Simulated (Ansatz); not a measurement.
# CH5NSeSi: up Jacob's ladder to CCSD(T)

The task here is to estimate one member of a computed series from the others.

Program: Ansatz 0.2.0, Gaussian basis. Level of theory: functionals in def2-TZVPP, the program's frozen cores in correlated methods. These are calculated values, not measurements.

Levels to be run: PBE-D4, r2SCAN-D4, PBE0-D4, B3LYP-D4, ωB97X-V, ωB97M-V, B2PLYP; CCSD(T)/def2-TZVPP; MP2/def2-QZVPP; extrapolation to the limit.

## The relaxed structure

An earlier PBE0-D4 in a triple-zeta def2 set relaxation fixed the geometry.

SMILES `[SiH3]/N=C\[SeH]`, 9 atoms, charge 0, spin multiplicity 1.

Atoms are counted from 1 here; the program's logs count them from 0.

Bond lengths: Si1–N2 1.732 Å, Si1–H5 1.483 Å, Si1–H6 1.483 Å, Si1–H7 1.493 Å, N2–C3 1.247 Å, C3–Se4 1.937 Å, C3–H8 1.094 Å, Se4–H9 1.468 Å. Angles: N2–Si1–H5 107.6°, N2–Si1–H6 107.6°, N2–Si1–H7 113.3°, H5–Si1–H6 110.0°, H5–Si1–H7 109.2°, H6–Si1–H7 109.2°, Si1–N2–C3 131.9°, N2–C3–Se4 127.1°, N2–C3–H8 121.7°, Se4–C3–H8 111.3°, C3–Se4–H9 93.1°.

The first run:

Input file in.yaml:

```yaml
crystal:
  periodic: [false, false, false]
  atoms:
    - {symbol: Si, position_ang: [-0.257636, 1.196788, -1.027890]}
    - {symbol: N, position_ang: [-0.540624, -0.454860, -0.589942]}
    - {symbol: C, position_ang: [-0.138270, -1.141671, 0.369311]}
    - {symbol: Se, position_ang: [1.024225, -0.569097, 1.809463]}
    - {symbol: H, position_ang: [0.359003, 1.203344, -2.376217]}
    - {symbol: H, position_ang: [-1.572309, 1.881194, -1.068299]}
    - {symbol: H, position_ang: [0.639374, 1.914868, -0.075198]}
    - {symbol: H, position_ang: [-0.426827, -2.190751, 0.485351]}
    - {symbol: H, position_ang: [1.001766, -1.886217, 2.456321]}
basis:
  gaussian: {orbitals: def2-TZVPP}
hamiltonian: {xc: pbe, dispersion: d4}
output: {forces: true, orbitals: {seedname: orbitals}}
```

The run is started by

```
$ ansatz run in.yaml --threads 4 --pin off --events-out ev --progress --plain --max-ram 10444MiB
```

Steps of the session up to this table: PBE-D4 (GGA); r2SCAN-D4 (meta-GGA); PBE0-D4 (hybrid); B3LYP-D4 (hybrid); ωB97X-V (range-separated); ωB97M-V (range-separated); B2PLYP (double hybrid); CCSD(T) in def2-TZVPP; MP2 in def2-QZVPP.

One table of the session follows, with a row left open; its other results are not shown here.

```
            method  atomisation energy (kJ/mol)
            PBE-D4                       3016.9
         r2SCAN-D4                       2956.1
           PBE0-D4                            ?
          B3LYP-D4                       2966.8
           ωB97X-V                       2965.7
           ωB97M-V                       2949.5
            B2PLYP                       2919.2
     HF/def2-TZVPP                       2019.3
    MP2/def2-TZVPP                       2889.0
   CCSD/def2-TZVPP                       2803.0
CCSD(T)/def2-TZVPP                       2859.5
           MP2/CBS                       2981.7
       CCSD(T)/CBS                       2952.3
```

Estimate the missing values for PBE0-D4.

**Answer.** atomisation energy (kJ/mol): 2944.1. In the column «atomisation energy (kJ/mol)» it lies between B2PLYP (2919.2) and ωB97M-V (2949.5).

Caveats from the session: Free atoms (1 Si, 1 N, 1 C, 1 Se, 5 H) were run apart at each level; the atomisation energy is their sum less the molecule, without zero-point or spin-orbit terms.
